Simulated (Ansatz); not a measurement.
# Ta (diamond type): how the settings move a single-point run

Aim: see which settings change the result for Ta (diamond type), by how much, and at what cost.

Program: Ansatz 0.2.0. Level of theory: reference: DFT, LDA, PAW with Ansatz's default frozen-core files, scalar-relativistic. These are calculated values, not measurements.

1 further run of the same task is left out (it didn't finish). Runs told in other sessions of the task aren't counted.

### 1 The structure to begin with

The structure is cubic, space group Fd-3m (No. 227). The conventional cell has a = 5.391 Å, b = 5.391 Å, c = 5.391 Å, α = 90.00°, β = 90.00°, γ = 90.00°. Ta (site symmetry -43m) has 4 Ta at 2.33 Å in its first shell of neighbours.

As a file:

```cif
data_structure
_symmetry_space_group_name_H-M 'P 1'
_symmetry_Int_Tables_number 1
_cell_length_a 3.8117
_cell_length_b 3.8117
_cell_length_c 3.8117
_cell_angle_alpha 60.000
_cell_angle_beta 60.000
_cell_angle_gamma 60.000
_cell_volume 39.16
loop_
_atom_site_label
_atom_site_type_symbol
_atom_site_fract_x
_atom_site_fract_y
_atom_site_fract_z
_atom_site_occupancy
Ta1 Ta 0.87500 0.87500 0.87500 1
Ta2 Ta 0.12500 0.12500 0.12500 1
```

### 2 Baseline

Input file input.yaml:

```yaml
crystal:
  lattice:
    - [0.0, 2.6953096699, 2.6953096699]
    - [2.6953096699, 0.0, 2.6953096699]
    - [2.6953096699, 2.6953096699, 0.0]
  atoms:
    - { symbol: Ta, position: [-0.125, -0.125, -0.125] }
    - { symbol: Ta, position: [0.125, 0.125, 0.125] }
kpoints:
  mp_grid: { grid: [13, 13, 13] }
scf:
  occupations: { method: fermi_dirac, width: 0.08 }
hamiltonian:
  xc: lda
  pseudopotentials: { kind: paw }
output:
  forces: true
  stress: true
  eigenvalues: true
  populations: true
  write_density: true
  write_potential: true
  elf: true
  volumetric_format: npy
```

Command:

```sh
ansatz run input.yaml --threads 1 --pin off --max-ram 2048MiB --backend cpu --events-out ev --progress --plain --runs-dir out
```

### 3 Changed: n_extra_bands 4, hubbard.sites [{species: Ta, l: d, u_eff: 2.0}], hubbard.double_counting fll, accuracy high

input.yaml, as its differences from that of step 2:

```diff
@@ -12,2 +12,3 @@
   occupations: { method: fermi_dirac, width: 0.08 }
+  n_extra_bands: 4
 hamiltonian:
@@ -15,2 +16,3 @@
   pseudopotentials: { kind: paw }
+  hubbard: { sites: [{ species: Ta, l: d, u_eff: 2.0 }], double_counting: fll }
 output:
@@ -20,5 +22,2 @@
   populations: true
-  write_density: true
-  write_potential: true
-  elf: true
-  volumetric_format: npy
+accuracy: high
```

What does the calculation give? Wanted: for each run, ending; energy change; pressure; gap; force.

As calculated:

| run | ending | energy change | pressure (GPa) | gap (eV) | force (eV/Å) | cycles | time |
| --- | --- | --- | --- | --- | --- | --- | --- |
| reference | converged | 0 | 38.5 | 0.00 | 0.00 | 6 | 3.5 s |
| 1: n_extra_bands 4, hubbard.sites [{species: Ta, l: d, u_eff: 2.0}], hubbard.double_counting fll, accuracy high | converged | +2.46 eV/atom (Hubbard term changed: no physical gain or loss) | 39.8 | 0.00 | 0.00 | 9 | 6.2 s |

Times don't compare one to one where runs were asked for different outputs or read a saved state (see the inputs); cycles may leave out searches for a lower state.

Residual by cycle in the longest SCF loop of each run; runs are numbered as in the table. The quantity is the density residual dr2, in eV.

| cycle | reference | run 1 |
| --- | --- | --- |
| 1 | 0.0331 | 1.05 |
| 2 | 0.00997 | 0.453 |
| 3 | 1.8e-4 | 0.0116 |
| 4 | 6.4e-6 | 3.0e-4 |
| 5 | 2.3e-7 | 1.8e-5 |
| 6 | 1.9e-9 | 3.6e-7 |
| 7 | - | 1.7e-8 |
| 8 | - | 2.6e-10 |
| 9 | - | 4.2e-12 |

What this shows: Changing the Hubbard U and double counting of the Hubbard term moves the energy by +2.46 eV/atom, and the pressure goes from 38.5 to 39.8 GPa. The U term adds an energy of its own, so the shift says nothing about which run is better. A changed U is a change of model: its shifts are not errors of convergence. The structure is not at rest: the sound run finds 39 GPa, so these are no properties of the relaxed crystal. 
